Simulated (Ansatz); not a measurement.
# KLuO2 and its elements: a formation energy from the elements

Program: Ansatz 0.2.0, Python API.

Notebook, run cell by cell (the value of a cell's last expression is shown):

**Cell 1**
```python
from collections import Counter
import warnings

import ansatz as az
from ase import Atoms
import numpy as np
```

**Cell 2**
```python
POLARISED = {"O2"}
```

**Cell 3**
```python
GASES = {"O2"}
```

**Cell 4**
```python
def ground_state(name, crystal):
    calc = crystal.calculation()
    calc = calc.functional(az.Functional.PBESOL)
    calc = calc.basis(460)
    calc = calc.kpoints(spacing=0.3).occupations("fermi_dirac", width=0.02)
    calc = calc.stress()
    if name in POLARISED:
        calc = calc.spin("collinear")
    if name in GASES:
        return calc.kpoints(1, 1, 1).relax(force_tolerance=0.01).run(threads=1, backend="cpu")
    calc = calc.relax(force_tolerance=0.01, cell=True)
    return calc.run(threads=1, backend="cpu")
```

**Cell 5**
```python
def counts(outcome):
    return Counter(site.symbol for site in outcome.lattice.sites)

def formation_energy(outcome, mu):
    n = counts(outcome)
    return (outcome.report["energy_sigma0_ev"] - sum(k * mu[element] for element, k in n.items())) / sum(n.values())
```

**Cell 6**
```python
def volume_per_atom(outcome):
    return abs(np.linalg.det(outcome.lattice.cell_ang)) / len(outcome.lattice.sites)
```

**Cell 7**
```python
warnings.simplefilter("ignore", az.DeckWarning)
```

**Cell 8**
```python
phases = {}
atoms = Atoms(
    ["K", "Lu", "O", "O"],
    scaled_positions=[
        [0.0, 0.0, 0.0],
        [0.5, 0.5, 0.5],
        [0.22733418, 0.22733418, 0.22733418],
        [0.77266582, 0.77266582, 0.77266582],
    ],
    cell=[
        [1.673743, 0.96633597, 6.16105205],
        [-1.673743, 0.96633597, 6.16105205],
        [0.0, -1.93267194, 6.16105205],
    ],
    pbc=True,
)
kluo2 = az.Crystal.from_ase(atoms)
phases["KLuO2"] = kluo2
k = (
    az.Lattice.of([-2.6125, 2.6125, 2.6125], [2.6125, -2.6125, 2.6125], [2.6125, 2.6125, -2.6125])
    .atom("K", [0.0, 0.0, 0.0])
)
phases["K"] = k
lu = (
    az.Lattice.from_parameters(3.5031, 3.5031, 5.5509, alpha=90.0, beta=90.0, gamma=120.0)
    .atom("Lu", [1 / 3, 2 / 3, 0.25])
    .atom("Lu", [2 / 3, 1 / 3, 0.75])
)
phases["Lu"] = lu
o2 = (
    az.Lattice.orthorhombic(9.0, 9.5, 10.0)
    .space_group(47, hermann_mauguin="Pmmm")
    .atom("O", [0.5, 0.5, 0.4385])
    .moments(O=1.0)
)
phases["O2"] = o2
```

**Cell 9**
```python
done = {}
for name, crystal in phases.items():
    done[name] = ground_state(name, crystal)
    print(f"{name}: {done[name].report['energy_sigma0_ev']:.4f} eV, {len(done[name].lattice.sites)} atoms")
```
Output:
```text
KLuO2: -17255.3548 eV, 4 atoms
K: -1516.0040 eV, 1 atoms
Lu: -29222.9836 eV, 2 atoms
O2: -1116.5790 eV, 2 atoms
```

**Cell 10**
```python
# chemical potentials of the elements at zero temperature
references = {"K": "K", "Lu": "Lu", "O": "O2"}
mu = {element: done[name].report["energy_sigma0_ev"] / len(done[name].lattice.sites) for element, name in references.items()}
```

**Cell 11**
```python
target = done["KLuO2"]
heat = formation_energy(target, mu)
n = counts(target)
print("cell content:", dict(n), " volume", round(volume_per_atom(target), 3), "A^3/atom")
print("formation energy", round(heat, 4), "eV/atom,", round(heat * sum(n.values()), 4), "eV per cell")
print("bound against the elements" if heat < 0 else "unbound against the elements")
# gas references are bare DFT energies, without zero-point or fitted corrections
```
Output:
```text
cell content: {<Element.K: 'K'>: 1, <Element.LU: 'Lu'>: 1, <Element.O: 'O'>: 2}  volume 14.976 A^3/atom
formation energy -2.82 eV/atom, -11.28 eV per cell
bound against the elements
```

Notes:
- Absolute energies stand on the zero of these potentials, so only differences at equal settings mean something.
- The magnetic order follows from the starting moments and needn't be the lowest.
- For the metals among these phases the mesh is modest: differences between phases can be off by up to 40 meV an atom.
- The program warned that this SCF threshold is loose for forces or stresses.
- The cells come from databases of deposited and of computed structures, and not all need be stable phases.
- The compound is the structure given, not necessarily its lowest; energies are at zero temperature, with no correction for gases. Magnetic phases start from parallel moments and may not end in their lowest magnetic state. A semilocal functional's error on such energies is often 0.05 to 0.1 eV an atom, and 0.1 to 0.3 eV against gases such as O2 or F2.
- The script silences the warnings on its input, which a real study should read.
- Finished in 70 s on 1 thread of Arm Neoverse V2 (shared host), peak memory 0.84 GiB.

(Lines on the test bed's own set-up are left out of the output.)
